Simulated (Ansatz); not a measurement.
# Cl2H2Sn: a dynamics run in two tries

Aim: a short trajectory for this system. SMILES of the start: [Cl][SnH2][Cl].

Method: RKS PBE/def2-SVP, in Ansatz 0.2.0.

### Step 1. Starting point

Bond lengths: Sn1–H2 1.668 Å, Sn1–H3 1.742 Å, Sn1–Cl4 2.371 Å, Sn1–Cl5 2.370 Å. Angles: H2–Sn1–H3 119.3°, H2–Sn1–Cl4 107.2°, H2–Sn1–Cl5 105.6°, H3–Sn1–Cl4 110.9°, H3–Sn1–Cl5 107.2°, Cl4–Sn1–Cl5 105.8°.

Coordinates:

```xyz
5

Sn    0.1024    0.1046   -0.0105
H    -0.2235    0.1609    1.6243
H     1.7583    0.0440   -0.5485
Cl   -1.0483    1.9179   -1.0157
Cl   -0.9652   -1.8561   -0.8051
```

### Step 2. First attempt

The input, input.yaml:

```yaml
crystal:
  periodic: [false, false, false]
  atoms:
    - { symbol: Sn, position_ang: [0.102375, 0.104636, -0.010479] }
    - { symbol: H, position_ang: [-0.223528, 0.160926, 1.624349] }
    - { symbol: H, position_ang: [1.758273, 0.043961, -0.548482] }
    - { symbol: Cl, position_ang: [-1.04833, 1.91791, -1.015748] }
    - { symbol: Cl, position_ang: [-0.965217, -1.85614, -0.805121] }
basis:
  gaussian: { orbitals: def2-SVP }
hamiltonian:
  xc: pbe
md:
  timestep: 1.0
  n_steps: 25
  ensemble: nvt_langevin
  temperature: 500.0
  initial_velocities: maxwell_boltzmann
  seed: 928735
  friction: 0.05
  dt: 0.5
```

Started as:

```
ansatz run input.yaml --threads 1 --pin off --max-ram 2048MiB --backend cpu --events-out ev --progress --plain --runs-dir out
```

Before running it: what results should come out? Wanted: first try.

The runs gave:

```
 quantity                                                                               value
first try                                                                             refused
    cause  one key bears a name from other programs (dt, n_images) that this one doesn't know
```

**Reading.** The fault in the first input was caught at the input check and cost nothing.
